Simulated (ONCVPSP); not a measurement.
# Fe: generating and testing an ONCV potential

Task: generate the file, and judge it by its errors in other configurations, its logarithmic derivatives, its ghosts and its cutoff.

Method: ONCVPSP 4.0.1, PBE, scalar-relativistic.

## 1. Settings

The settings as typed:

| Item | Value |
| --- | --- |
| element | iron (Fe, Z = 26) |
| type | optimised norm-conserving Vanderbilt (ONCV) |
| frozen core | [Ne] |
| valence charge | 16 |
| reference configuration | 3s2 3p6 3d6 4s1.5 (charge +0.5) |
| partial waves | 3s+4s: rc 1.50 bohr, ncon 4, nbas 8, qcut 9.8 1/bohr, 2 projectors; 3p: rc 1.05 bohr, ncon 5, nbas 10, qcut 12.3 1/bohr, 2 projectors, debl 1 Ha; 3d: rc 0.95 bohr, ncon 3, nbas 7, qcut 13.5 1/bohr, local |
| local potential | the d channel |
| core correction | not asked for |

## 2. Generation

Input file Fe.dat:

```
# ATOM AND REFERENCE CONFIGURATION
# atsym  z   nc   nv     iexc    psfile
  Fe 26.00    3    4        4      upf
#
#   n    l    f
    1    0    2.00
    2    0    2.00
    2    1    6.00
    3    0    2.00
    3    1    6.00
    3    2    6.00
    4    0    1.50
#
# PSEUDOPOTENTIAL AND OPTIMIZATION
# lmax
    2
#
#   l,   rc,      ep,       ncon, nbas, qcut
    0    1.50    0.00    4    8    9.80
    1    1.05    0.00    5   10   12.30
    2    0.95    0.00    3    7   13.50
#
# LOCAL POTENTIAL
# lloc, lpopt,  rc(5),   dvloc0
    2    5    0.95    0.00
#
# VANDERBILT-KLEINMAN-BYLANDER PROJECTORs
# l, nproj, debl
    0    2    0.60
    1    2    1.00
    2    0    3.40
#
# MODEL CORE CHARGE
# icmod, fcfact, rcfact
    0    0.00    0.00
#
# LOG DERIVATIVE ANALYSIS
# epsh1, epsh2, depsh
   -5.00    5.00    0.04
#
# OUTPUT GRID
# rlmax, drl
    6.00    0.01
#
# TEST CONFIGURATIONS
# ncnf
    4
# nvcnf
#   n    l    f
    4
    3    0    2.00
    3    1    6.00
    3    2    6.00
    4    0    2.00
#
    4
    3    0    2.00
    3    1    6.00
    3    2    6.00
    4    0    1.00
#
    4
    3    0    2.00
    3    1    6.00
    3    2    6.00
    4    0    0.00
#
    4
    3    0    2.00
    3    1    6.00
    3    2    7.00
    4    0    1.00
#
```

The run is started by

```console
$ oncvpsp.x < Fe.dat > Fe.out
```

What does the calculation give? Wanted: cutoffs for 1 and 0.1 mHa per electron, occupied waves; bound ghosts; GHOST(+) flags; largest test error; largest phase difference near zero energy, channels read; projector energies reset by the program.

**Answer**, as computed:

| quantity | value |
| --- | --- |
| cutoffs for 1 and 0.1 mHa per electron, occupied waves | 78 Ha and 89 Ha |
| bound ghosts | none found |
| GHOST(+) flags | s at 268 eV |
| largest test error (AE − PS) | -1.7 meV, for 3s2 3p6 3d7 4s1 |
| largest phase difference near zero energy, channels read | 0.003 rad |
| projector energies reset by the program | p: -2.356, 0.250 Ha |

What this shows: By total energies transferability is very good: the largest error is 1.7 meV on 4.3 eV, for 3s2 3p6 3d7 4s1. It counts as very hard, with 78 Ha needed at the looser tolerance. At the looser tolerance the 3d wave is the slowest; 3p needs 42 Ha. No bound ghost shows below the valence levels. Near zero energy the phases of the channels with partial waves agree within 0.003 rad. The program also flags highly localised states, GHOST(+) (s).
